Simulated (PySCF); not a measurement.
**Sn2NH7 ((H3Sn)2NH) at 3 levels**

Wanted: a comparison of 3 runs (HF/3-21G, SVWN5/STO-3G, PBE0/def2-SVP) of Sn2NH7 ((H3Sn)2NH). The job is set up through a Python script.

Program for the calculation: PySCF 2.14.0.

**1. The molecule**

The species is Sn2NH7 (10 atoms), meant as a singlet with charge 0. The shape comes from GFN2-xTB, which is rough for such elements, and wasn't checked as a minimum.

Bond lengths: Sn1–N5 1.996 Å, N5–Sn6 1.995 Å, Sn1–H2 1.663 Å, Sn1–H3 1.648 Å, Sn1–H4 1.651 Å, Sn6–H7 1.664 Å, Sn6–H8 1.651 Å, Sn6–H9 1.648 Å, N5–H10 1.009 Å. Some angles: Sn1–N5–Sn6 130.0°, Sn1–N5–H10 112.5°, Sn6–N5–H10 112.4°, H2–Sn1–N5 112.1°, H3–Sn1–N5 106.0°, H4–Sn1–N5 105.0°, N5–Sn6–H7 111.8°, N5–Sn6–H8 105.0°, N5–Sn6–H9 106.2°, H2–Sn1–H3 109.5°.

**2. Energy and gradient at HF/3-21G (run 1)**

Contents of run.py:

```python
import pyscf.grad
from pyscf import gto, scf

molecule = gto.M(
    atom=[
    ('Sn', (0.037400, 1.745670, -0.492020)),
    ('H', (-0.591740, 2.406260, 0.898650)),
    ('H', (1.675240, 1.932230, -0.497550)),
    ('H', (-0.682070, 2.377320, -1.837590)),
    ('N', (-0.291440, -0.219920, -0.605310)),
    ('Sn', (0.143680, -1.670710, 0.692490)),
    ('H', (-0.866280, -1.639200, 2.014090)),
    ('H', (-0.036420, -3.074520, -0.158440)),
    ('H', (1.700290, -1.411230, 1.165850)),
    ('H', (-1.088660, -0.445900, -1.180170)),
],
    charge=0,
    verbose=4,
    max_memory=1860,
    basis='3-21g',
)

hf = scf.RHF(molecule)
hf.conv_tol = 1e-10
hf.kernel()
if not hf.converged:
    hf = hf.newton().run(hf.mo_coeff, hf.mo_occ)

e_final = hf.e_tot
print('Final energy', e_final)
grad = hf.Gradients().kernel()
dip = hf.dip_moment()
pop, q = hf.mulliken_pop()
```

The run is started by

```console
OMP_NUM_THREADS=1 python run.py
```

The program printed:

```text
PySCF version 2.14.0

[... 64 lines left out ...]
converged SCF energy = -12050.7109839737
Final energy -12050.710983973651
[... 11 lines left out ...]
Dipole moment(X, Y, Z, Debye): -0.82811,  0.03111,  0.13629
[... 96 lines left out ...]
charge of    9H =      0.31356
```

Wall time 23 s (1 thread of Intel Xeon at 2.50GHz (Skylake/Cascade Lake), shared host); peak memory 0.17 GiB.

**3. Energy and gradient at SVWN5/STO-3G (run 2)**

Contents of input.py:

```python
from pyscf import gto, dft

mol = gto.M(
    atom='''
Sn     0.037400     1.745670    -0.492020
H     -0.591740     2.406260     0.898650
H      1.675240     1.932230    -0.497550
H     -0.682070     2.377320    -1.837590
N     -0.291440    -0.219920    -0.605310
Sn     0.143680    -1.670710     0.692490
H     -0.866280    -1.639200     2.014090
H     -0.036420    -3.074520    -0.158440
H      1.700290    -1.411230     1.165850
H     -1.088660    -0.445900    -1.180170
''',
    charge=0,
    max_memory=1860,
    verbose=3,
    basis='sto-3g',
)

calc0 = dft.RKS(mol)
calc0.xc = 'svwn'
calc0.grids.level = 5
calc0.conv_tol = 1e-10
calc0.kernel()
if not calc0.converged:
    calc0 = calc0.newton().run(calc0.mo_coeff, calc0.mo_occ)

e_final = calc0.e_tot
print(f'total energy: {e_final:.8f} hartree')
grad = calc0.nuc_grad_method().kernel()
calc0.analyze()
```

The run is started by

```console
OMP_NUM_THREADS=1 python input.py
```

The program printed:

```text
converged SCF energy = -11976.891898611
[... 15 lines left out ...]
MO #6   energy= -140.831560772837  occ= 2
[... 11 lines left out ...]
MO #18  energy= -24.4272382256883  occ= 2
[... 11 lines left out ...]
MO #30  energy= -3.83126750148569  occ= 2
[... 11 lines left out ...]
MO #42  energy= -0.451543892731451 occ= 2
[... 11 lines left out ...]
MO #54  energy= -0.20339868685158  occ= 2
[... 11 lines left out ...]
MO #66  energy= 0.451536884784352  occ= 0
[... 11 lines left out ...]
Dipole moment(X, Y, Z, Debye): -0.63685,  0.03195,  0.08613
```

Wall time 33 s (1 thread of Intel Xeon at 2.50GHz (Skylake/Cascade Lake), shared host); peak memory 0.39 GiB.

**4. Energy and forces at PBE0/def2-SVP (core potential) (run 3)**

Contents of job.py:

```python
from pyscf import gto, dft

mol = gto.M(
    atom='''
Sn   0.037400   1.745670  -0.492020
H   -0.591740   2.406260   0.898650
H    1.675240   1.932230  -0.497550
H   -0.682070   2.377320  -1.837590
N   -0.291440  -0.219920  -0.605310
Sn   0.143680  -1.670710   0.692490
H   -0.866280  -1.639200   2.014090
H   -0.036420  -3.074520  -0.158440
H    1.700290  -1.411230   1.165850
H   -1.088660  -0.445900  -1.180170
''',
    ecp={'Sn': 'def2-svp'},
    charge=0,
    spin=0,
    basis='def2-svp',
    max_memory=1860,
    verbose=4,
)

mf = dft.RKS(mol)
mf.xc = 'pbe0'
mf.conv_tol = 1e-10
mf.grids.level = 5
mf.kernel()
if not mf.converged:
    mf = mf.newton().run(mf.mo_coeff, mf.mo_occ)

e_final = mf.e_tot
print(f'total energy: {e_final:.8f} hartree')
grad = mf.nuc_grad_method().kernel()
mf.analyze()
```

The run is started by

```console
OMP_NUM_THREADS=1 python job.py
```

The program printed:

```text
PySCF version 2.14.0

[... 107 lines left out ...]
MO #6   energy= -3.47202458886126  occ= 2
[... 18 lines left out ...]
MO #25  energy= -0.350644760247668 occ= 2
[... 18 lines left out ...]
MO #44  energy= 0.25535228311681   occ= 0
[... 18 lines left out ...]
MO #63  energy= 0.840168011433315  occ= 0
[... 18 lines left out ...]
MO #82  energy= 1.80343879310111   occ= 0
[... 18 lines left out ...]
MO #101 energy= 52.0807929710729   occ= 0
[... 114 lines left out ...]
Dipole moment(X, Y, Z, Debye): -0.57068, -0.01860, -0.03084
```

It took 84 s on 1 thread of Intel Xeon at 2.50GHz (Skylake/Cascade Lake), shared host; peak memory 1 GiB.

**5. Overview of the runs**

| run | level | integration grid | core potential | energy (Eh) | dipole moment (D) | HOMO energy (eV) | LUMO energy (eV) | wall time |
| --- | --- | --- | --- | --- | --- | --- | --- | --- |
| 1 | HF/3-21G | – | – | -12050.710984 | 0.84 | -9.71 | 3.13 | 23 s |
| 2 | SVWN5/STO-3G | 5 | – | -11976.891899 | 0.64 | -1.02 | 4.21 | 33 s |
| 3 | PBE0/def2-SVP (core potential) | 5 | def2-svp | -487.378938 | 0.57 | -6.62 | -0.13 | 84 s |

**6. What came out**

```
                       quantity          value
            run 3: total energy  -487.37894 Eh
           run 3: dipole moment         0.57 D
             run 3: HOMO energy       -6.62 eV
             run 3: LUMO energy       -0.13 eV
           run 3: HOMO–LUMO gap        6.49 eV
run 3: largest force on an atom     1.061 eV/Å
```

What this shows: The dipole moment (its size) runs from 0.57 D (PBE0/def2-SVP) to 0.84 D (HF/3-21G). The two ends differ in method and basis and core potential. The HOMO–LUMO gap runs from 5.23 eV (SVWN5/STO-3G) to 12.85 eV (HF/3-21G). The two ends differ in method and basis. Totals of different functionals can't be ranked against each other. Some runs of one species differ in core potentials or relativity; totals across that change don't compare. In run 2 the basis is minimal, so the values are rough. In runs 1, 2 relativity is left out where basis or elements ask for it. All runs together took 2.3 min, the longest 84 s.
